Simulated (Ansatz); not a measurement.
# SrCa3: energies, forces and stress near the listed structure

Aim: see how energy, forces, stress and gap of SrCa3 answer to further strains and shifts, swapped elements, distortions that keep the symmetry, other functionals. Nothing is relaxed unless a step says so.

Computed with Ansatz 0.2.0 (DFT PBEsol, scalar-relativistic, plane waves, PAW, unless a step's input says otherwise).

## 1. The system as given

The structure is cubic, space group Pm-3m (No. 221). Conventional cell: a = 5.717 Å, b = 5.717 Å, c = 5.717 Å, α = 90.00°, β = 90.00°, γ = 90.00°. Sr (site symmetry m-3m) has 12 Ca at 4.04 Å as nearest neighbours. Around Ca (site symmetry 4/mmm) lie 4 Sr at 4.04 Å and 8 Ca at 4.04 Å.

Coordinates:

```
CELL_PARAMETERS angstrom
5.71677 0.00000 0.00000
0.00000 5.71677 0.00000
0.00000 0.00000 5.71677
ATOMIC_POSITIONS crystal
Sr 0.00000 0.00000 0.00000
Ca 0.00000 0.50000 0.50000
Ca 0.50000 0.00000 0.50000
Ca 0.50000 0.50000 0.00000
```

The structure comes from the Materials Project (structure only).

## 2. A change within the space group

Against the listed cell: strain xx, yy, zz, yz, xz, xy = +4.3, +4.3, +4.3, +0.0, +0.0, +0.0 %.

input.yaml

```yaml
crystal:
  lattice:
    - [5.964701898, 0.0, 0.0]
    - [0.0, 5.964701898, 0.0]
    - [0.0, 0.0, 5.964701898]
  atoms:
    - { symbol: Sr, position: [0.0, 0.0, 0.0] }
    - { symbol: Ca, position: [0.0, 0.5, 0.5] }
    - { symbol: Ca, position: [0.5, 0.0, 0.5] }
    - { symbol: Ca, position: [0.5, 0.5, 0.0] }
basis:
  ecutwfc: 420
kpoints:
  mp_grid: { grid: [8, 8, 8] }
hamiltonian:
  xc: pbesol
scf:
  occupations: { method: gaussian, width: 0.1 }
output:
  forces: true
  stress: true
  eigenvalues: true
```

## 3. Functional and cell changed: r2SCAN

input.yaml: that of step 2 with these lines changed.

```diff
@@ -2,5 +2,5 @@
   lattice:
-    - [5.964701898, 0.0, 0.0]
-    - [0.0, 5.964701898, 0.0]
-    - [0.0, 0.0, 5.964701898]
+    - [5.5264546343, 0.0, 0.0]
+    - [0.0, 5.5264546343, 0.0]
+    - [0.0, 0.0, 5.5264546343]
   atoms:
@@ -11,3 +11,3 @@
 basis:
-  ecutwfc: 420
+  ecutwfc: 500
 kpoints:
@@ -15,3 +15,3 @@
 hamiltonian:
-  xc: pbesol
+  xc: r2scan
 scf:
@@ -22 +22,2 @@
   eigenvalues: true
+  populations: true
```

## 4. A change within the space group

input.yaml: that of step 3 with these lines changed.

```diff
@@ -2,5 +2,5 @@
   lattice:
-    - [5.5264546343, 0.0, 0.0]
-    - [0.0, 5.5264546343, 0.0]
-    - [0.0, 0.0, 5.5264546343]
+    - [5.6225534669, 0.0, 0.0]
+    - [0.0, 5.6225534669, 0.0]
+    - [0.0, 0.0, 5.6225534669]
   atoms:
@@ -11,3 +11,3 @@
 basis:
-  ecutwfc: 500
+  ecutwfc: 420
 kpoints:
@@ -15,3 +15,3 @@
 hamiltonian:
-  xc: r2scan
+  xc: pbesol
 scf:
```

## 5. A change within a subgroup

input.yaml: that of step 4 with these lines changed.

```diff
@@ -2,5 +2,5 @@
   lattice:
-    - [5.6225534669, 0.0, 0.0]
-    - [0.0, 5.6225534669, 0.0]
-    - [0.0, 0.0, 5.6225534669]
+    - [5.7032170318, 0.343005946, 0.343005946]
+    - [0.343005946, 5.7032170318, -0.343005946]
+    - [0.343005946, -0.343005946, 5.7032170318]
   atoms:
@@ -13,3 +13,3 @@
 kpoints:
-  mp_grid: { grid: [8, 8, 8] }
+  mp_grid: { grid: [9, 9, 9] }
 hamiltonian:
@@ -22,2 +22 @@
   eigenvalues: true
-  populations: true
```

## 6. A change within a subgroup

input.yaml

```yaml
crystal:
  lattice:
    - [5.2729732402, 0.0, 0.0]
    - [0.0, 5.7874821592, 0.0]
    - [0.0, 0.0, 5.7874821592]
  atoms:
    - { symbol: Sr, position: [0.0, 0.0, 0.0] }
    - { symbol: Ca, position: [0.0, 0.5, 0.5] }
    - { symbol: Ca, position: [0.5, 0.0, 0.5] }
    - { symbol: Ca, position: [0.5, 0.5, 0.0] }
basis:
  ecutwfc: 420
kpoints:
  mp_grid: { grid: [8, 6, 6] }
hamiltonian:
  xc: pbesol
scf:
  occupations: { method: gaussian, width: 0.1 }
output:
  forces: true
  stress: true
  eigenvalues: true
  populations: true
```

## 7. One element swapped, cell strained: Ca → Ba, first probe

input.yaml

```yaml
crystal:
  lattice:
    - [6.229753599, 0.0, 0.0]
    - [0.0, 6.229753599, 0.0]
    - [0.0, 0.0, 6.229753599]
  atoms:
    - { symbol: Sr, position: [0.0, 0.0, 0.0] }
    - { symbol: Ba, position: [0.0, 0.5, 0.5] }
    - { symbol: Ba, position: [0.5, 0.0, 0.5] }
    - { symbol: Ba, position: [0.5, 0.5, 0.0] }
basis:
  ecutwfc: 420
kpoints:
  mp_grid: { grid: [4, 4, 4] }
hamiltonian:
  xc: pbesol
scf:
  occupations: { method: gaussian, width: 0.1 }
output:
  forces: true
  stress: true
  eigenvalues: true
```

## 8. One element swapped, cell strained: Ca → Ba

input.yaml: that of step 7 with these lines changed.

```diff
@@ -13,3 +13,3 @@
 kpoints:
-  mp_grid: { grid: [4, 4, 4] }
+  mp_grid: { grid: [8, 8, 8] }
 hamiltonian:
```

Before running it: what results should come out? Wanted: for each run, case; energy; pressure; largest force.

**Answer**, as computed:

```
step                                         case  energy (meV/atom)  pressure (GPa)  largest force (eV/Å)  gap on the mesh (eV)
   2              a change within the space group               +0.0            -2.4                  0.00                  0.00
   3          functional and cell changed: r2SCAN                n/a             1.7                  0.00                  0.00
   4              a change within the space group              -82.0            -0.4                  0.00                  0.00
   5                   a change within a subgroup              -1.3*            -0.7                  0.00                  0.00
   6                   a change within a subgroup             -81.6*            -0.3                  0.00                  0.00
   8  one element swapped, cell strained: Ca → Ba                n/a            -0.4                  0.00                  0.00
```

Energies are counted from step 2, with the smearing taken to zero; a star marks another k mesh, which can shift energies by itself, so starred rows don't rank against the others. Other atoms or functionals have another zero of energy (n/a). A gap of 0.00 means none on the mesh at this level.

In words: The pressure is -0.3 GPa in the smallest cell and -2.4 GPa in the largest; between them shape and moved atoms count too. The distorted cells of the listed formula and level show no gap on the mesh.
